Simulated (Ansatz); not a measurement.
# SbS: the cost of one run

Computed with Ansatz 0.2.0 (DFT PBE, scalar-relativistic, plane waves, PAW, unless a step's input says otherwise).

## (1) The structure to begin with

Symmetry: Immm, No. 71, orthorhombic system. Conventional cell: a = 3.863 Å, b = 5.430 Å, c = 5.984 Å, α = 90.00°, β = 90.00°, γ = 90.00°. Sb (site symmetry mmm) has 2 S at 1.93 Å as nearest neighbours. Around S (site symmetry mmm) lie 2 Sb at 1.93 Å.

Coordinates:

```xyz
2
Lattice="-1.9315 2.7150 2.9920 1.9315 -2.7150 2.9920 1.9315 2.7150 -2.9920" Properties=species:S:1:pos:R:3 pbc="T T T"
Sb    0.0000    0.0000    2.9920
S     0.0000    2.7150    0.0000
```

Recipe of the guess: random cell by space group and Wyckoff sites (Immm, No. 71). The dimensions are guesses.

## (2) The guess as it stands, on a coarse mesh

input.yaml reads:

```yaml
crystal:
  lattice:
    - [-1.93148488, 2.71497796, 2.99200434]
    - [1.93148488, -2.71497796, 2.99200434]
    - [1.93148488, 2.71497796, -2.99200434]
  atoms:
    - { symbol: Sb, position: [0.5, 0.5, 0.0] }
    - { symbol: S, position: [0.5, 0.0, 0.5] }
basis:
  ecutwfc: 420
kpoints:
  mp_grid: { grid: [6, 6, 6] }
hamiltonian:
  xc: pbe
scf:
  occupations: { method: gaussian, width: 0.1 }
  lower_state_search: "off"
output:
  forces: true
  stress: true
  eigenvalues: true
```

Started as:

```console
ansatz run input.yaml --threads 1 --pin off --max-ram 2560MiB --backend cpu --events-out ev --progress --plain --runs-dir out
```

Q: Estimate wall time and peak memory on 1 thread of AMD EPYC (Zen 3), shared host.

About 4.4 s, with a peak of 0.36 GiB.
